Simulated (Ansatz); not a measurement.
# C3ClN3Sn: up Jacob's ladder to CCSD(T)

An exercise on one series of results from a longer session: the logs are not shown, and one member is left open.

Program: Ansatz 0.2.0, Gaussian basis. Level of theory: functionals in def2-TZVPP, the program's frozen cores in correlated methods. These are calculated values, not measurements.

Plan: LDA (SPW92), PBE-D4, revPBE-D4, BLYP-D4, r2SCAN-D4, B97M-V, PBE0-D4, B3LYP-D4, r2SCANh-D4, r2SCAN0-D4, HSE06-D4, BHLYP-D4, CAM-B3LYP-D4, LC-ωPBE, ωB97X-V, ωB97M-V, B2PLYP, PBE-QIDH; CCSD(T)/def2-SVP; CCSD(T)/def2-TZVPP; MP2/def2-QZVPP; extrapolation to the limit; RPA on PBE.

## The relaxed structure

All runs share one geometry, relaxed beforehand with PBE0-D4 in a triple-zeta def2 set. Sn takes the def2 core potential; no spin-orbit term is included.

SMILES `N#[C][Sn]([Cl])([C]#N)[C]#N`, 8 atoms, charge 0, spin multiplicity 1.

Atoms are counted from 1 here; the program's logs count them from 0.

Bond lengths: N1–C2 1.151 Å, C2–Sn3 2.078 Å, Sn3–Cl4 2.275 Å, Sn3–C5 2.078 Å, Sn3–C7 2.078 Å, C5–N6 1.151 Å, C7–N8 1.151 Å. Angles: N1–C2–Sn3 179.5°, C2–Sn3–Cl4 109.6°, C2–Sn3–C5 109.3°, C2–Sn3–C7 109.3°, Cl4–Sn3–C5 109.7°, Cl4–Sn3–C7 109.7°, C5–Sn3–C7 109.3°, Sn3–C5–N6 179.7°, Sn3–C7–N8 179.6°.

As a file:

| atom | x (Å) | y (Å) | z (Å) |
| --- | --- | --- | --- |
| N1 | 2.8022 | 0.0996 | 1.3885 |
| C2 | 1.8361 | 0.0683 | 0.7636 |
| Sn3 | 0.1015 | 0.0067 | -0.3783 |
| Cl4 | 0.6372 | 0.0860 | -2.5881 |
| C5 | -1.0992 | 1.6307 | 0.1090 |
| N6 | -1.7637 | 2.5326 | 0.3733 |
| C7 | -0.9260 | -1.7525 | 0.0292 |
| N8 | -1.4959 | -2.7285 | 0.2470 |

The first run:

in.yaml

```yaml
crystal:
  periodic: [false, false, false]
  atoms:
    - {symbol: N, position_ang: [2.802207, 0.099612, 1.388466]}
    - {symbol: C, position_ang: [1.836062, 0.068280, 0.763630]}
    - {symbol: Sn, position_ang: [0.101511, 0.006692, -0.378327]}
    - {symbol: Cl, position_ang: [0.637218, 0.085974, -2.588142]}
    - {symbol: C, position_ang: [-1.099198, 1.630677, 0.109047]}
    - {symbol: N, position_ang: [-1.763657, 2.532607, 0.373344]}
    - {symbol: C, position_ang: [-0.926007, -1.752474, 0.029175]}
    - {symbol: N, position_ang: [-1.495937, -2.728468, 0.247009]}
basis:
  gaussian: {orbitals: def2-TZVPP}
hamiltonian: {xc: lda}
output: {orbitals: {seedname: orbitals}}
```

On the command line:

```
> ansatz run in.yaml --threads 4 --pin off --events-out ev --progress --plain --max-ram 11315MiB
```

Among the steps run: LDA; PBE-D4 (GGA); revPBE-D4 (GGA); BLYP-D4 (GGA); r2SCAN-D4 (meta-GGA); B97M-V (meta-GGA); B3LYP-D4 (hybrid); r2SCANh-D4 (hybrid); r2SCAN0-D4 (hybrid); HSE06-D4 (hybrid); BHLYP-D4 (hybrid); CAM-B3LYP-D4 (range-separated); LC-ωPBE (range-separated); ωB97X-V (range-separated); ωB97M-V (range-separated); B2PLYP (double hybrid); PBE-QIDH (double hybrid).

One table of the session follows, with a row left open; its other results are not shown here.

It belongs to the step «Frontier levels by functional». 

```
  functional  HOMO (eV)  LUMO (eV)  gap (eV)
 LDA (SPW92)      -9.29      -4.24      5.05
      PBE-D4      -9.11      -3.90      5.22
   revPBE-D4      -9.04      -3.77      5.27
     BLYP-D4      -8.97      -3.80      5.17
   r2SCAN-D4      -9.52      -3.75      5.77
      B97M-V      -9.59      -3.63      5.95
     PBE0-D4     -10.64      -3.04      7.60
    B3LYP-D4     -10.36      -3.29      7.07
  r2SCANh-D4     -10.08      -3.44      6.64
  r2SCAN0-D4     -10.91      -2.97      7.94
    HSE06-D4     -10.23      -3.41      6.82
    BHLYP-D4     -12.00      -2.11      9.89
CAM-B3LYP-D4          ?          ?         ?
     LC-ωPBE     -13.53      -0.83     12.70
     ωB97X-V     -13.12      -0.93     12.19
     ωB97M-V     -12.97      -1.04     11.93
```

Estimate the missing values for CAM-B3LYP-D4.

**Answer.** HOMO (eV): -12.08; LUMO (eV): -2.02; gap (eV): 10.06. In the column «HOMO (eV)» it lies between ωB97M-V (-12.97) and BHLYP-D4 (-12.00).
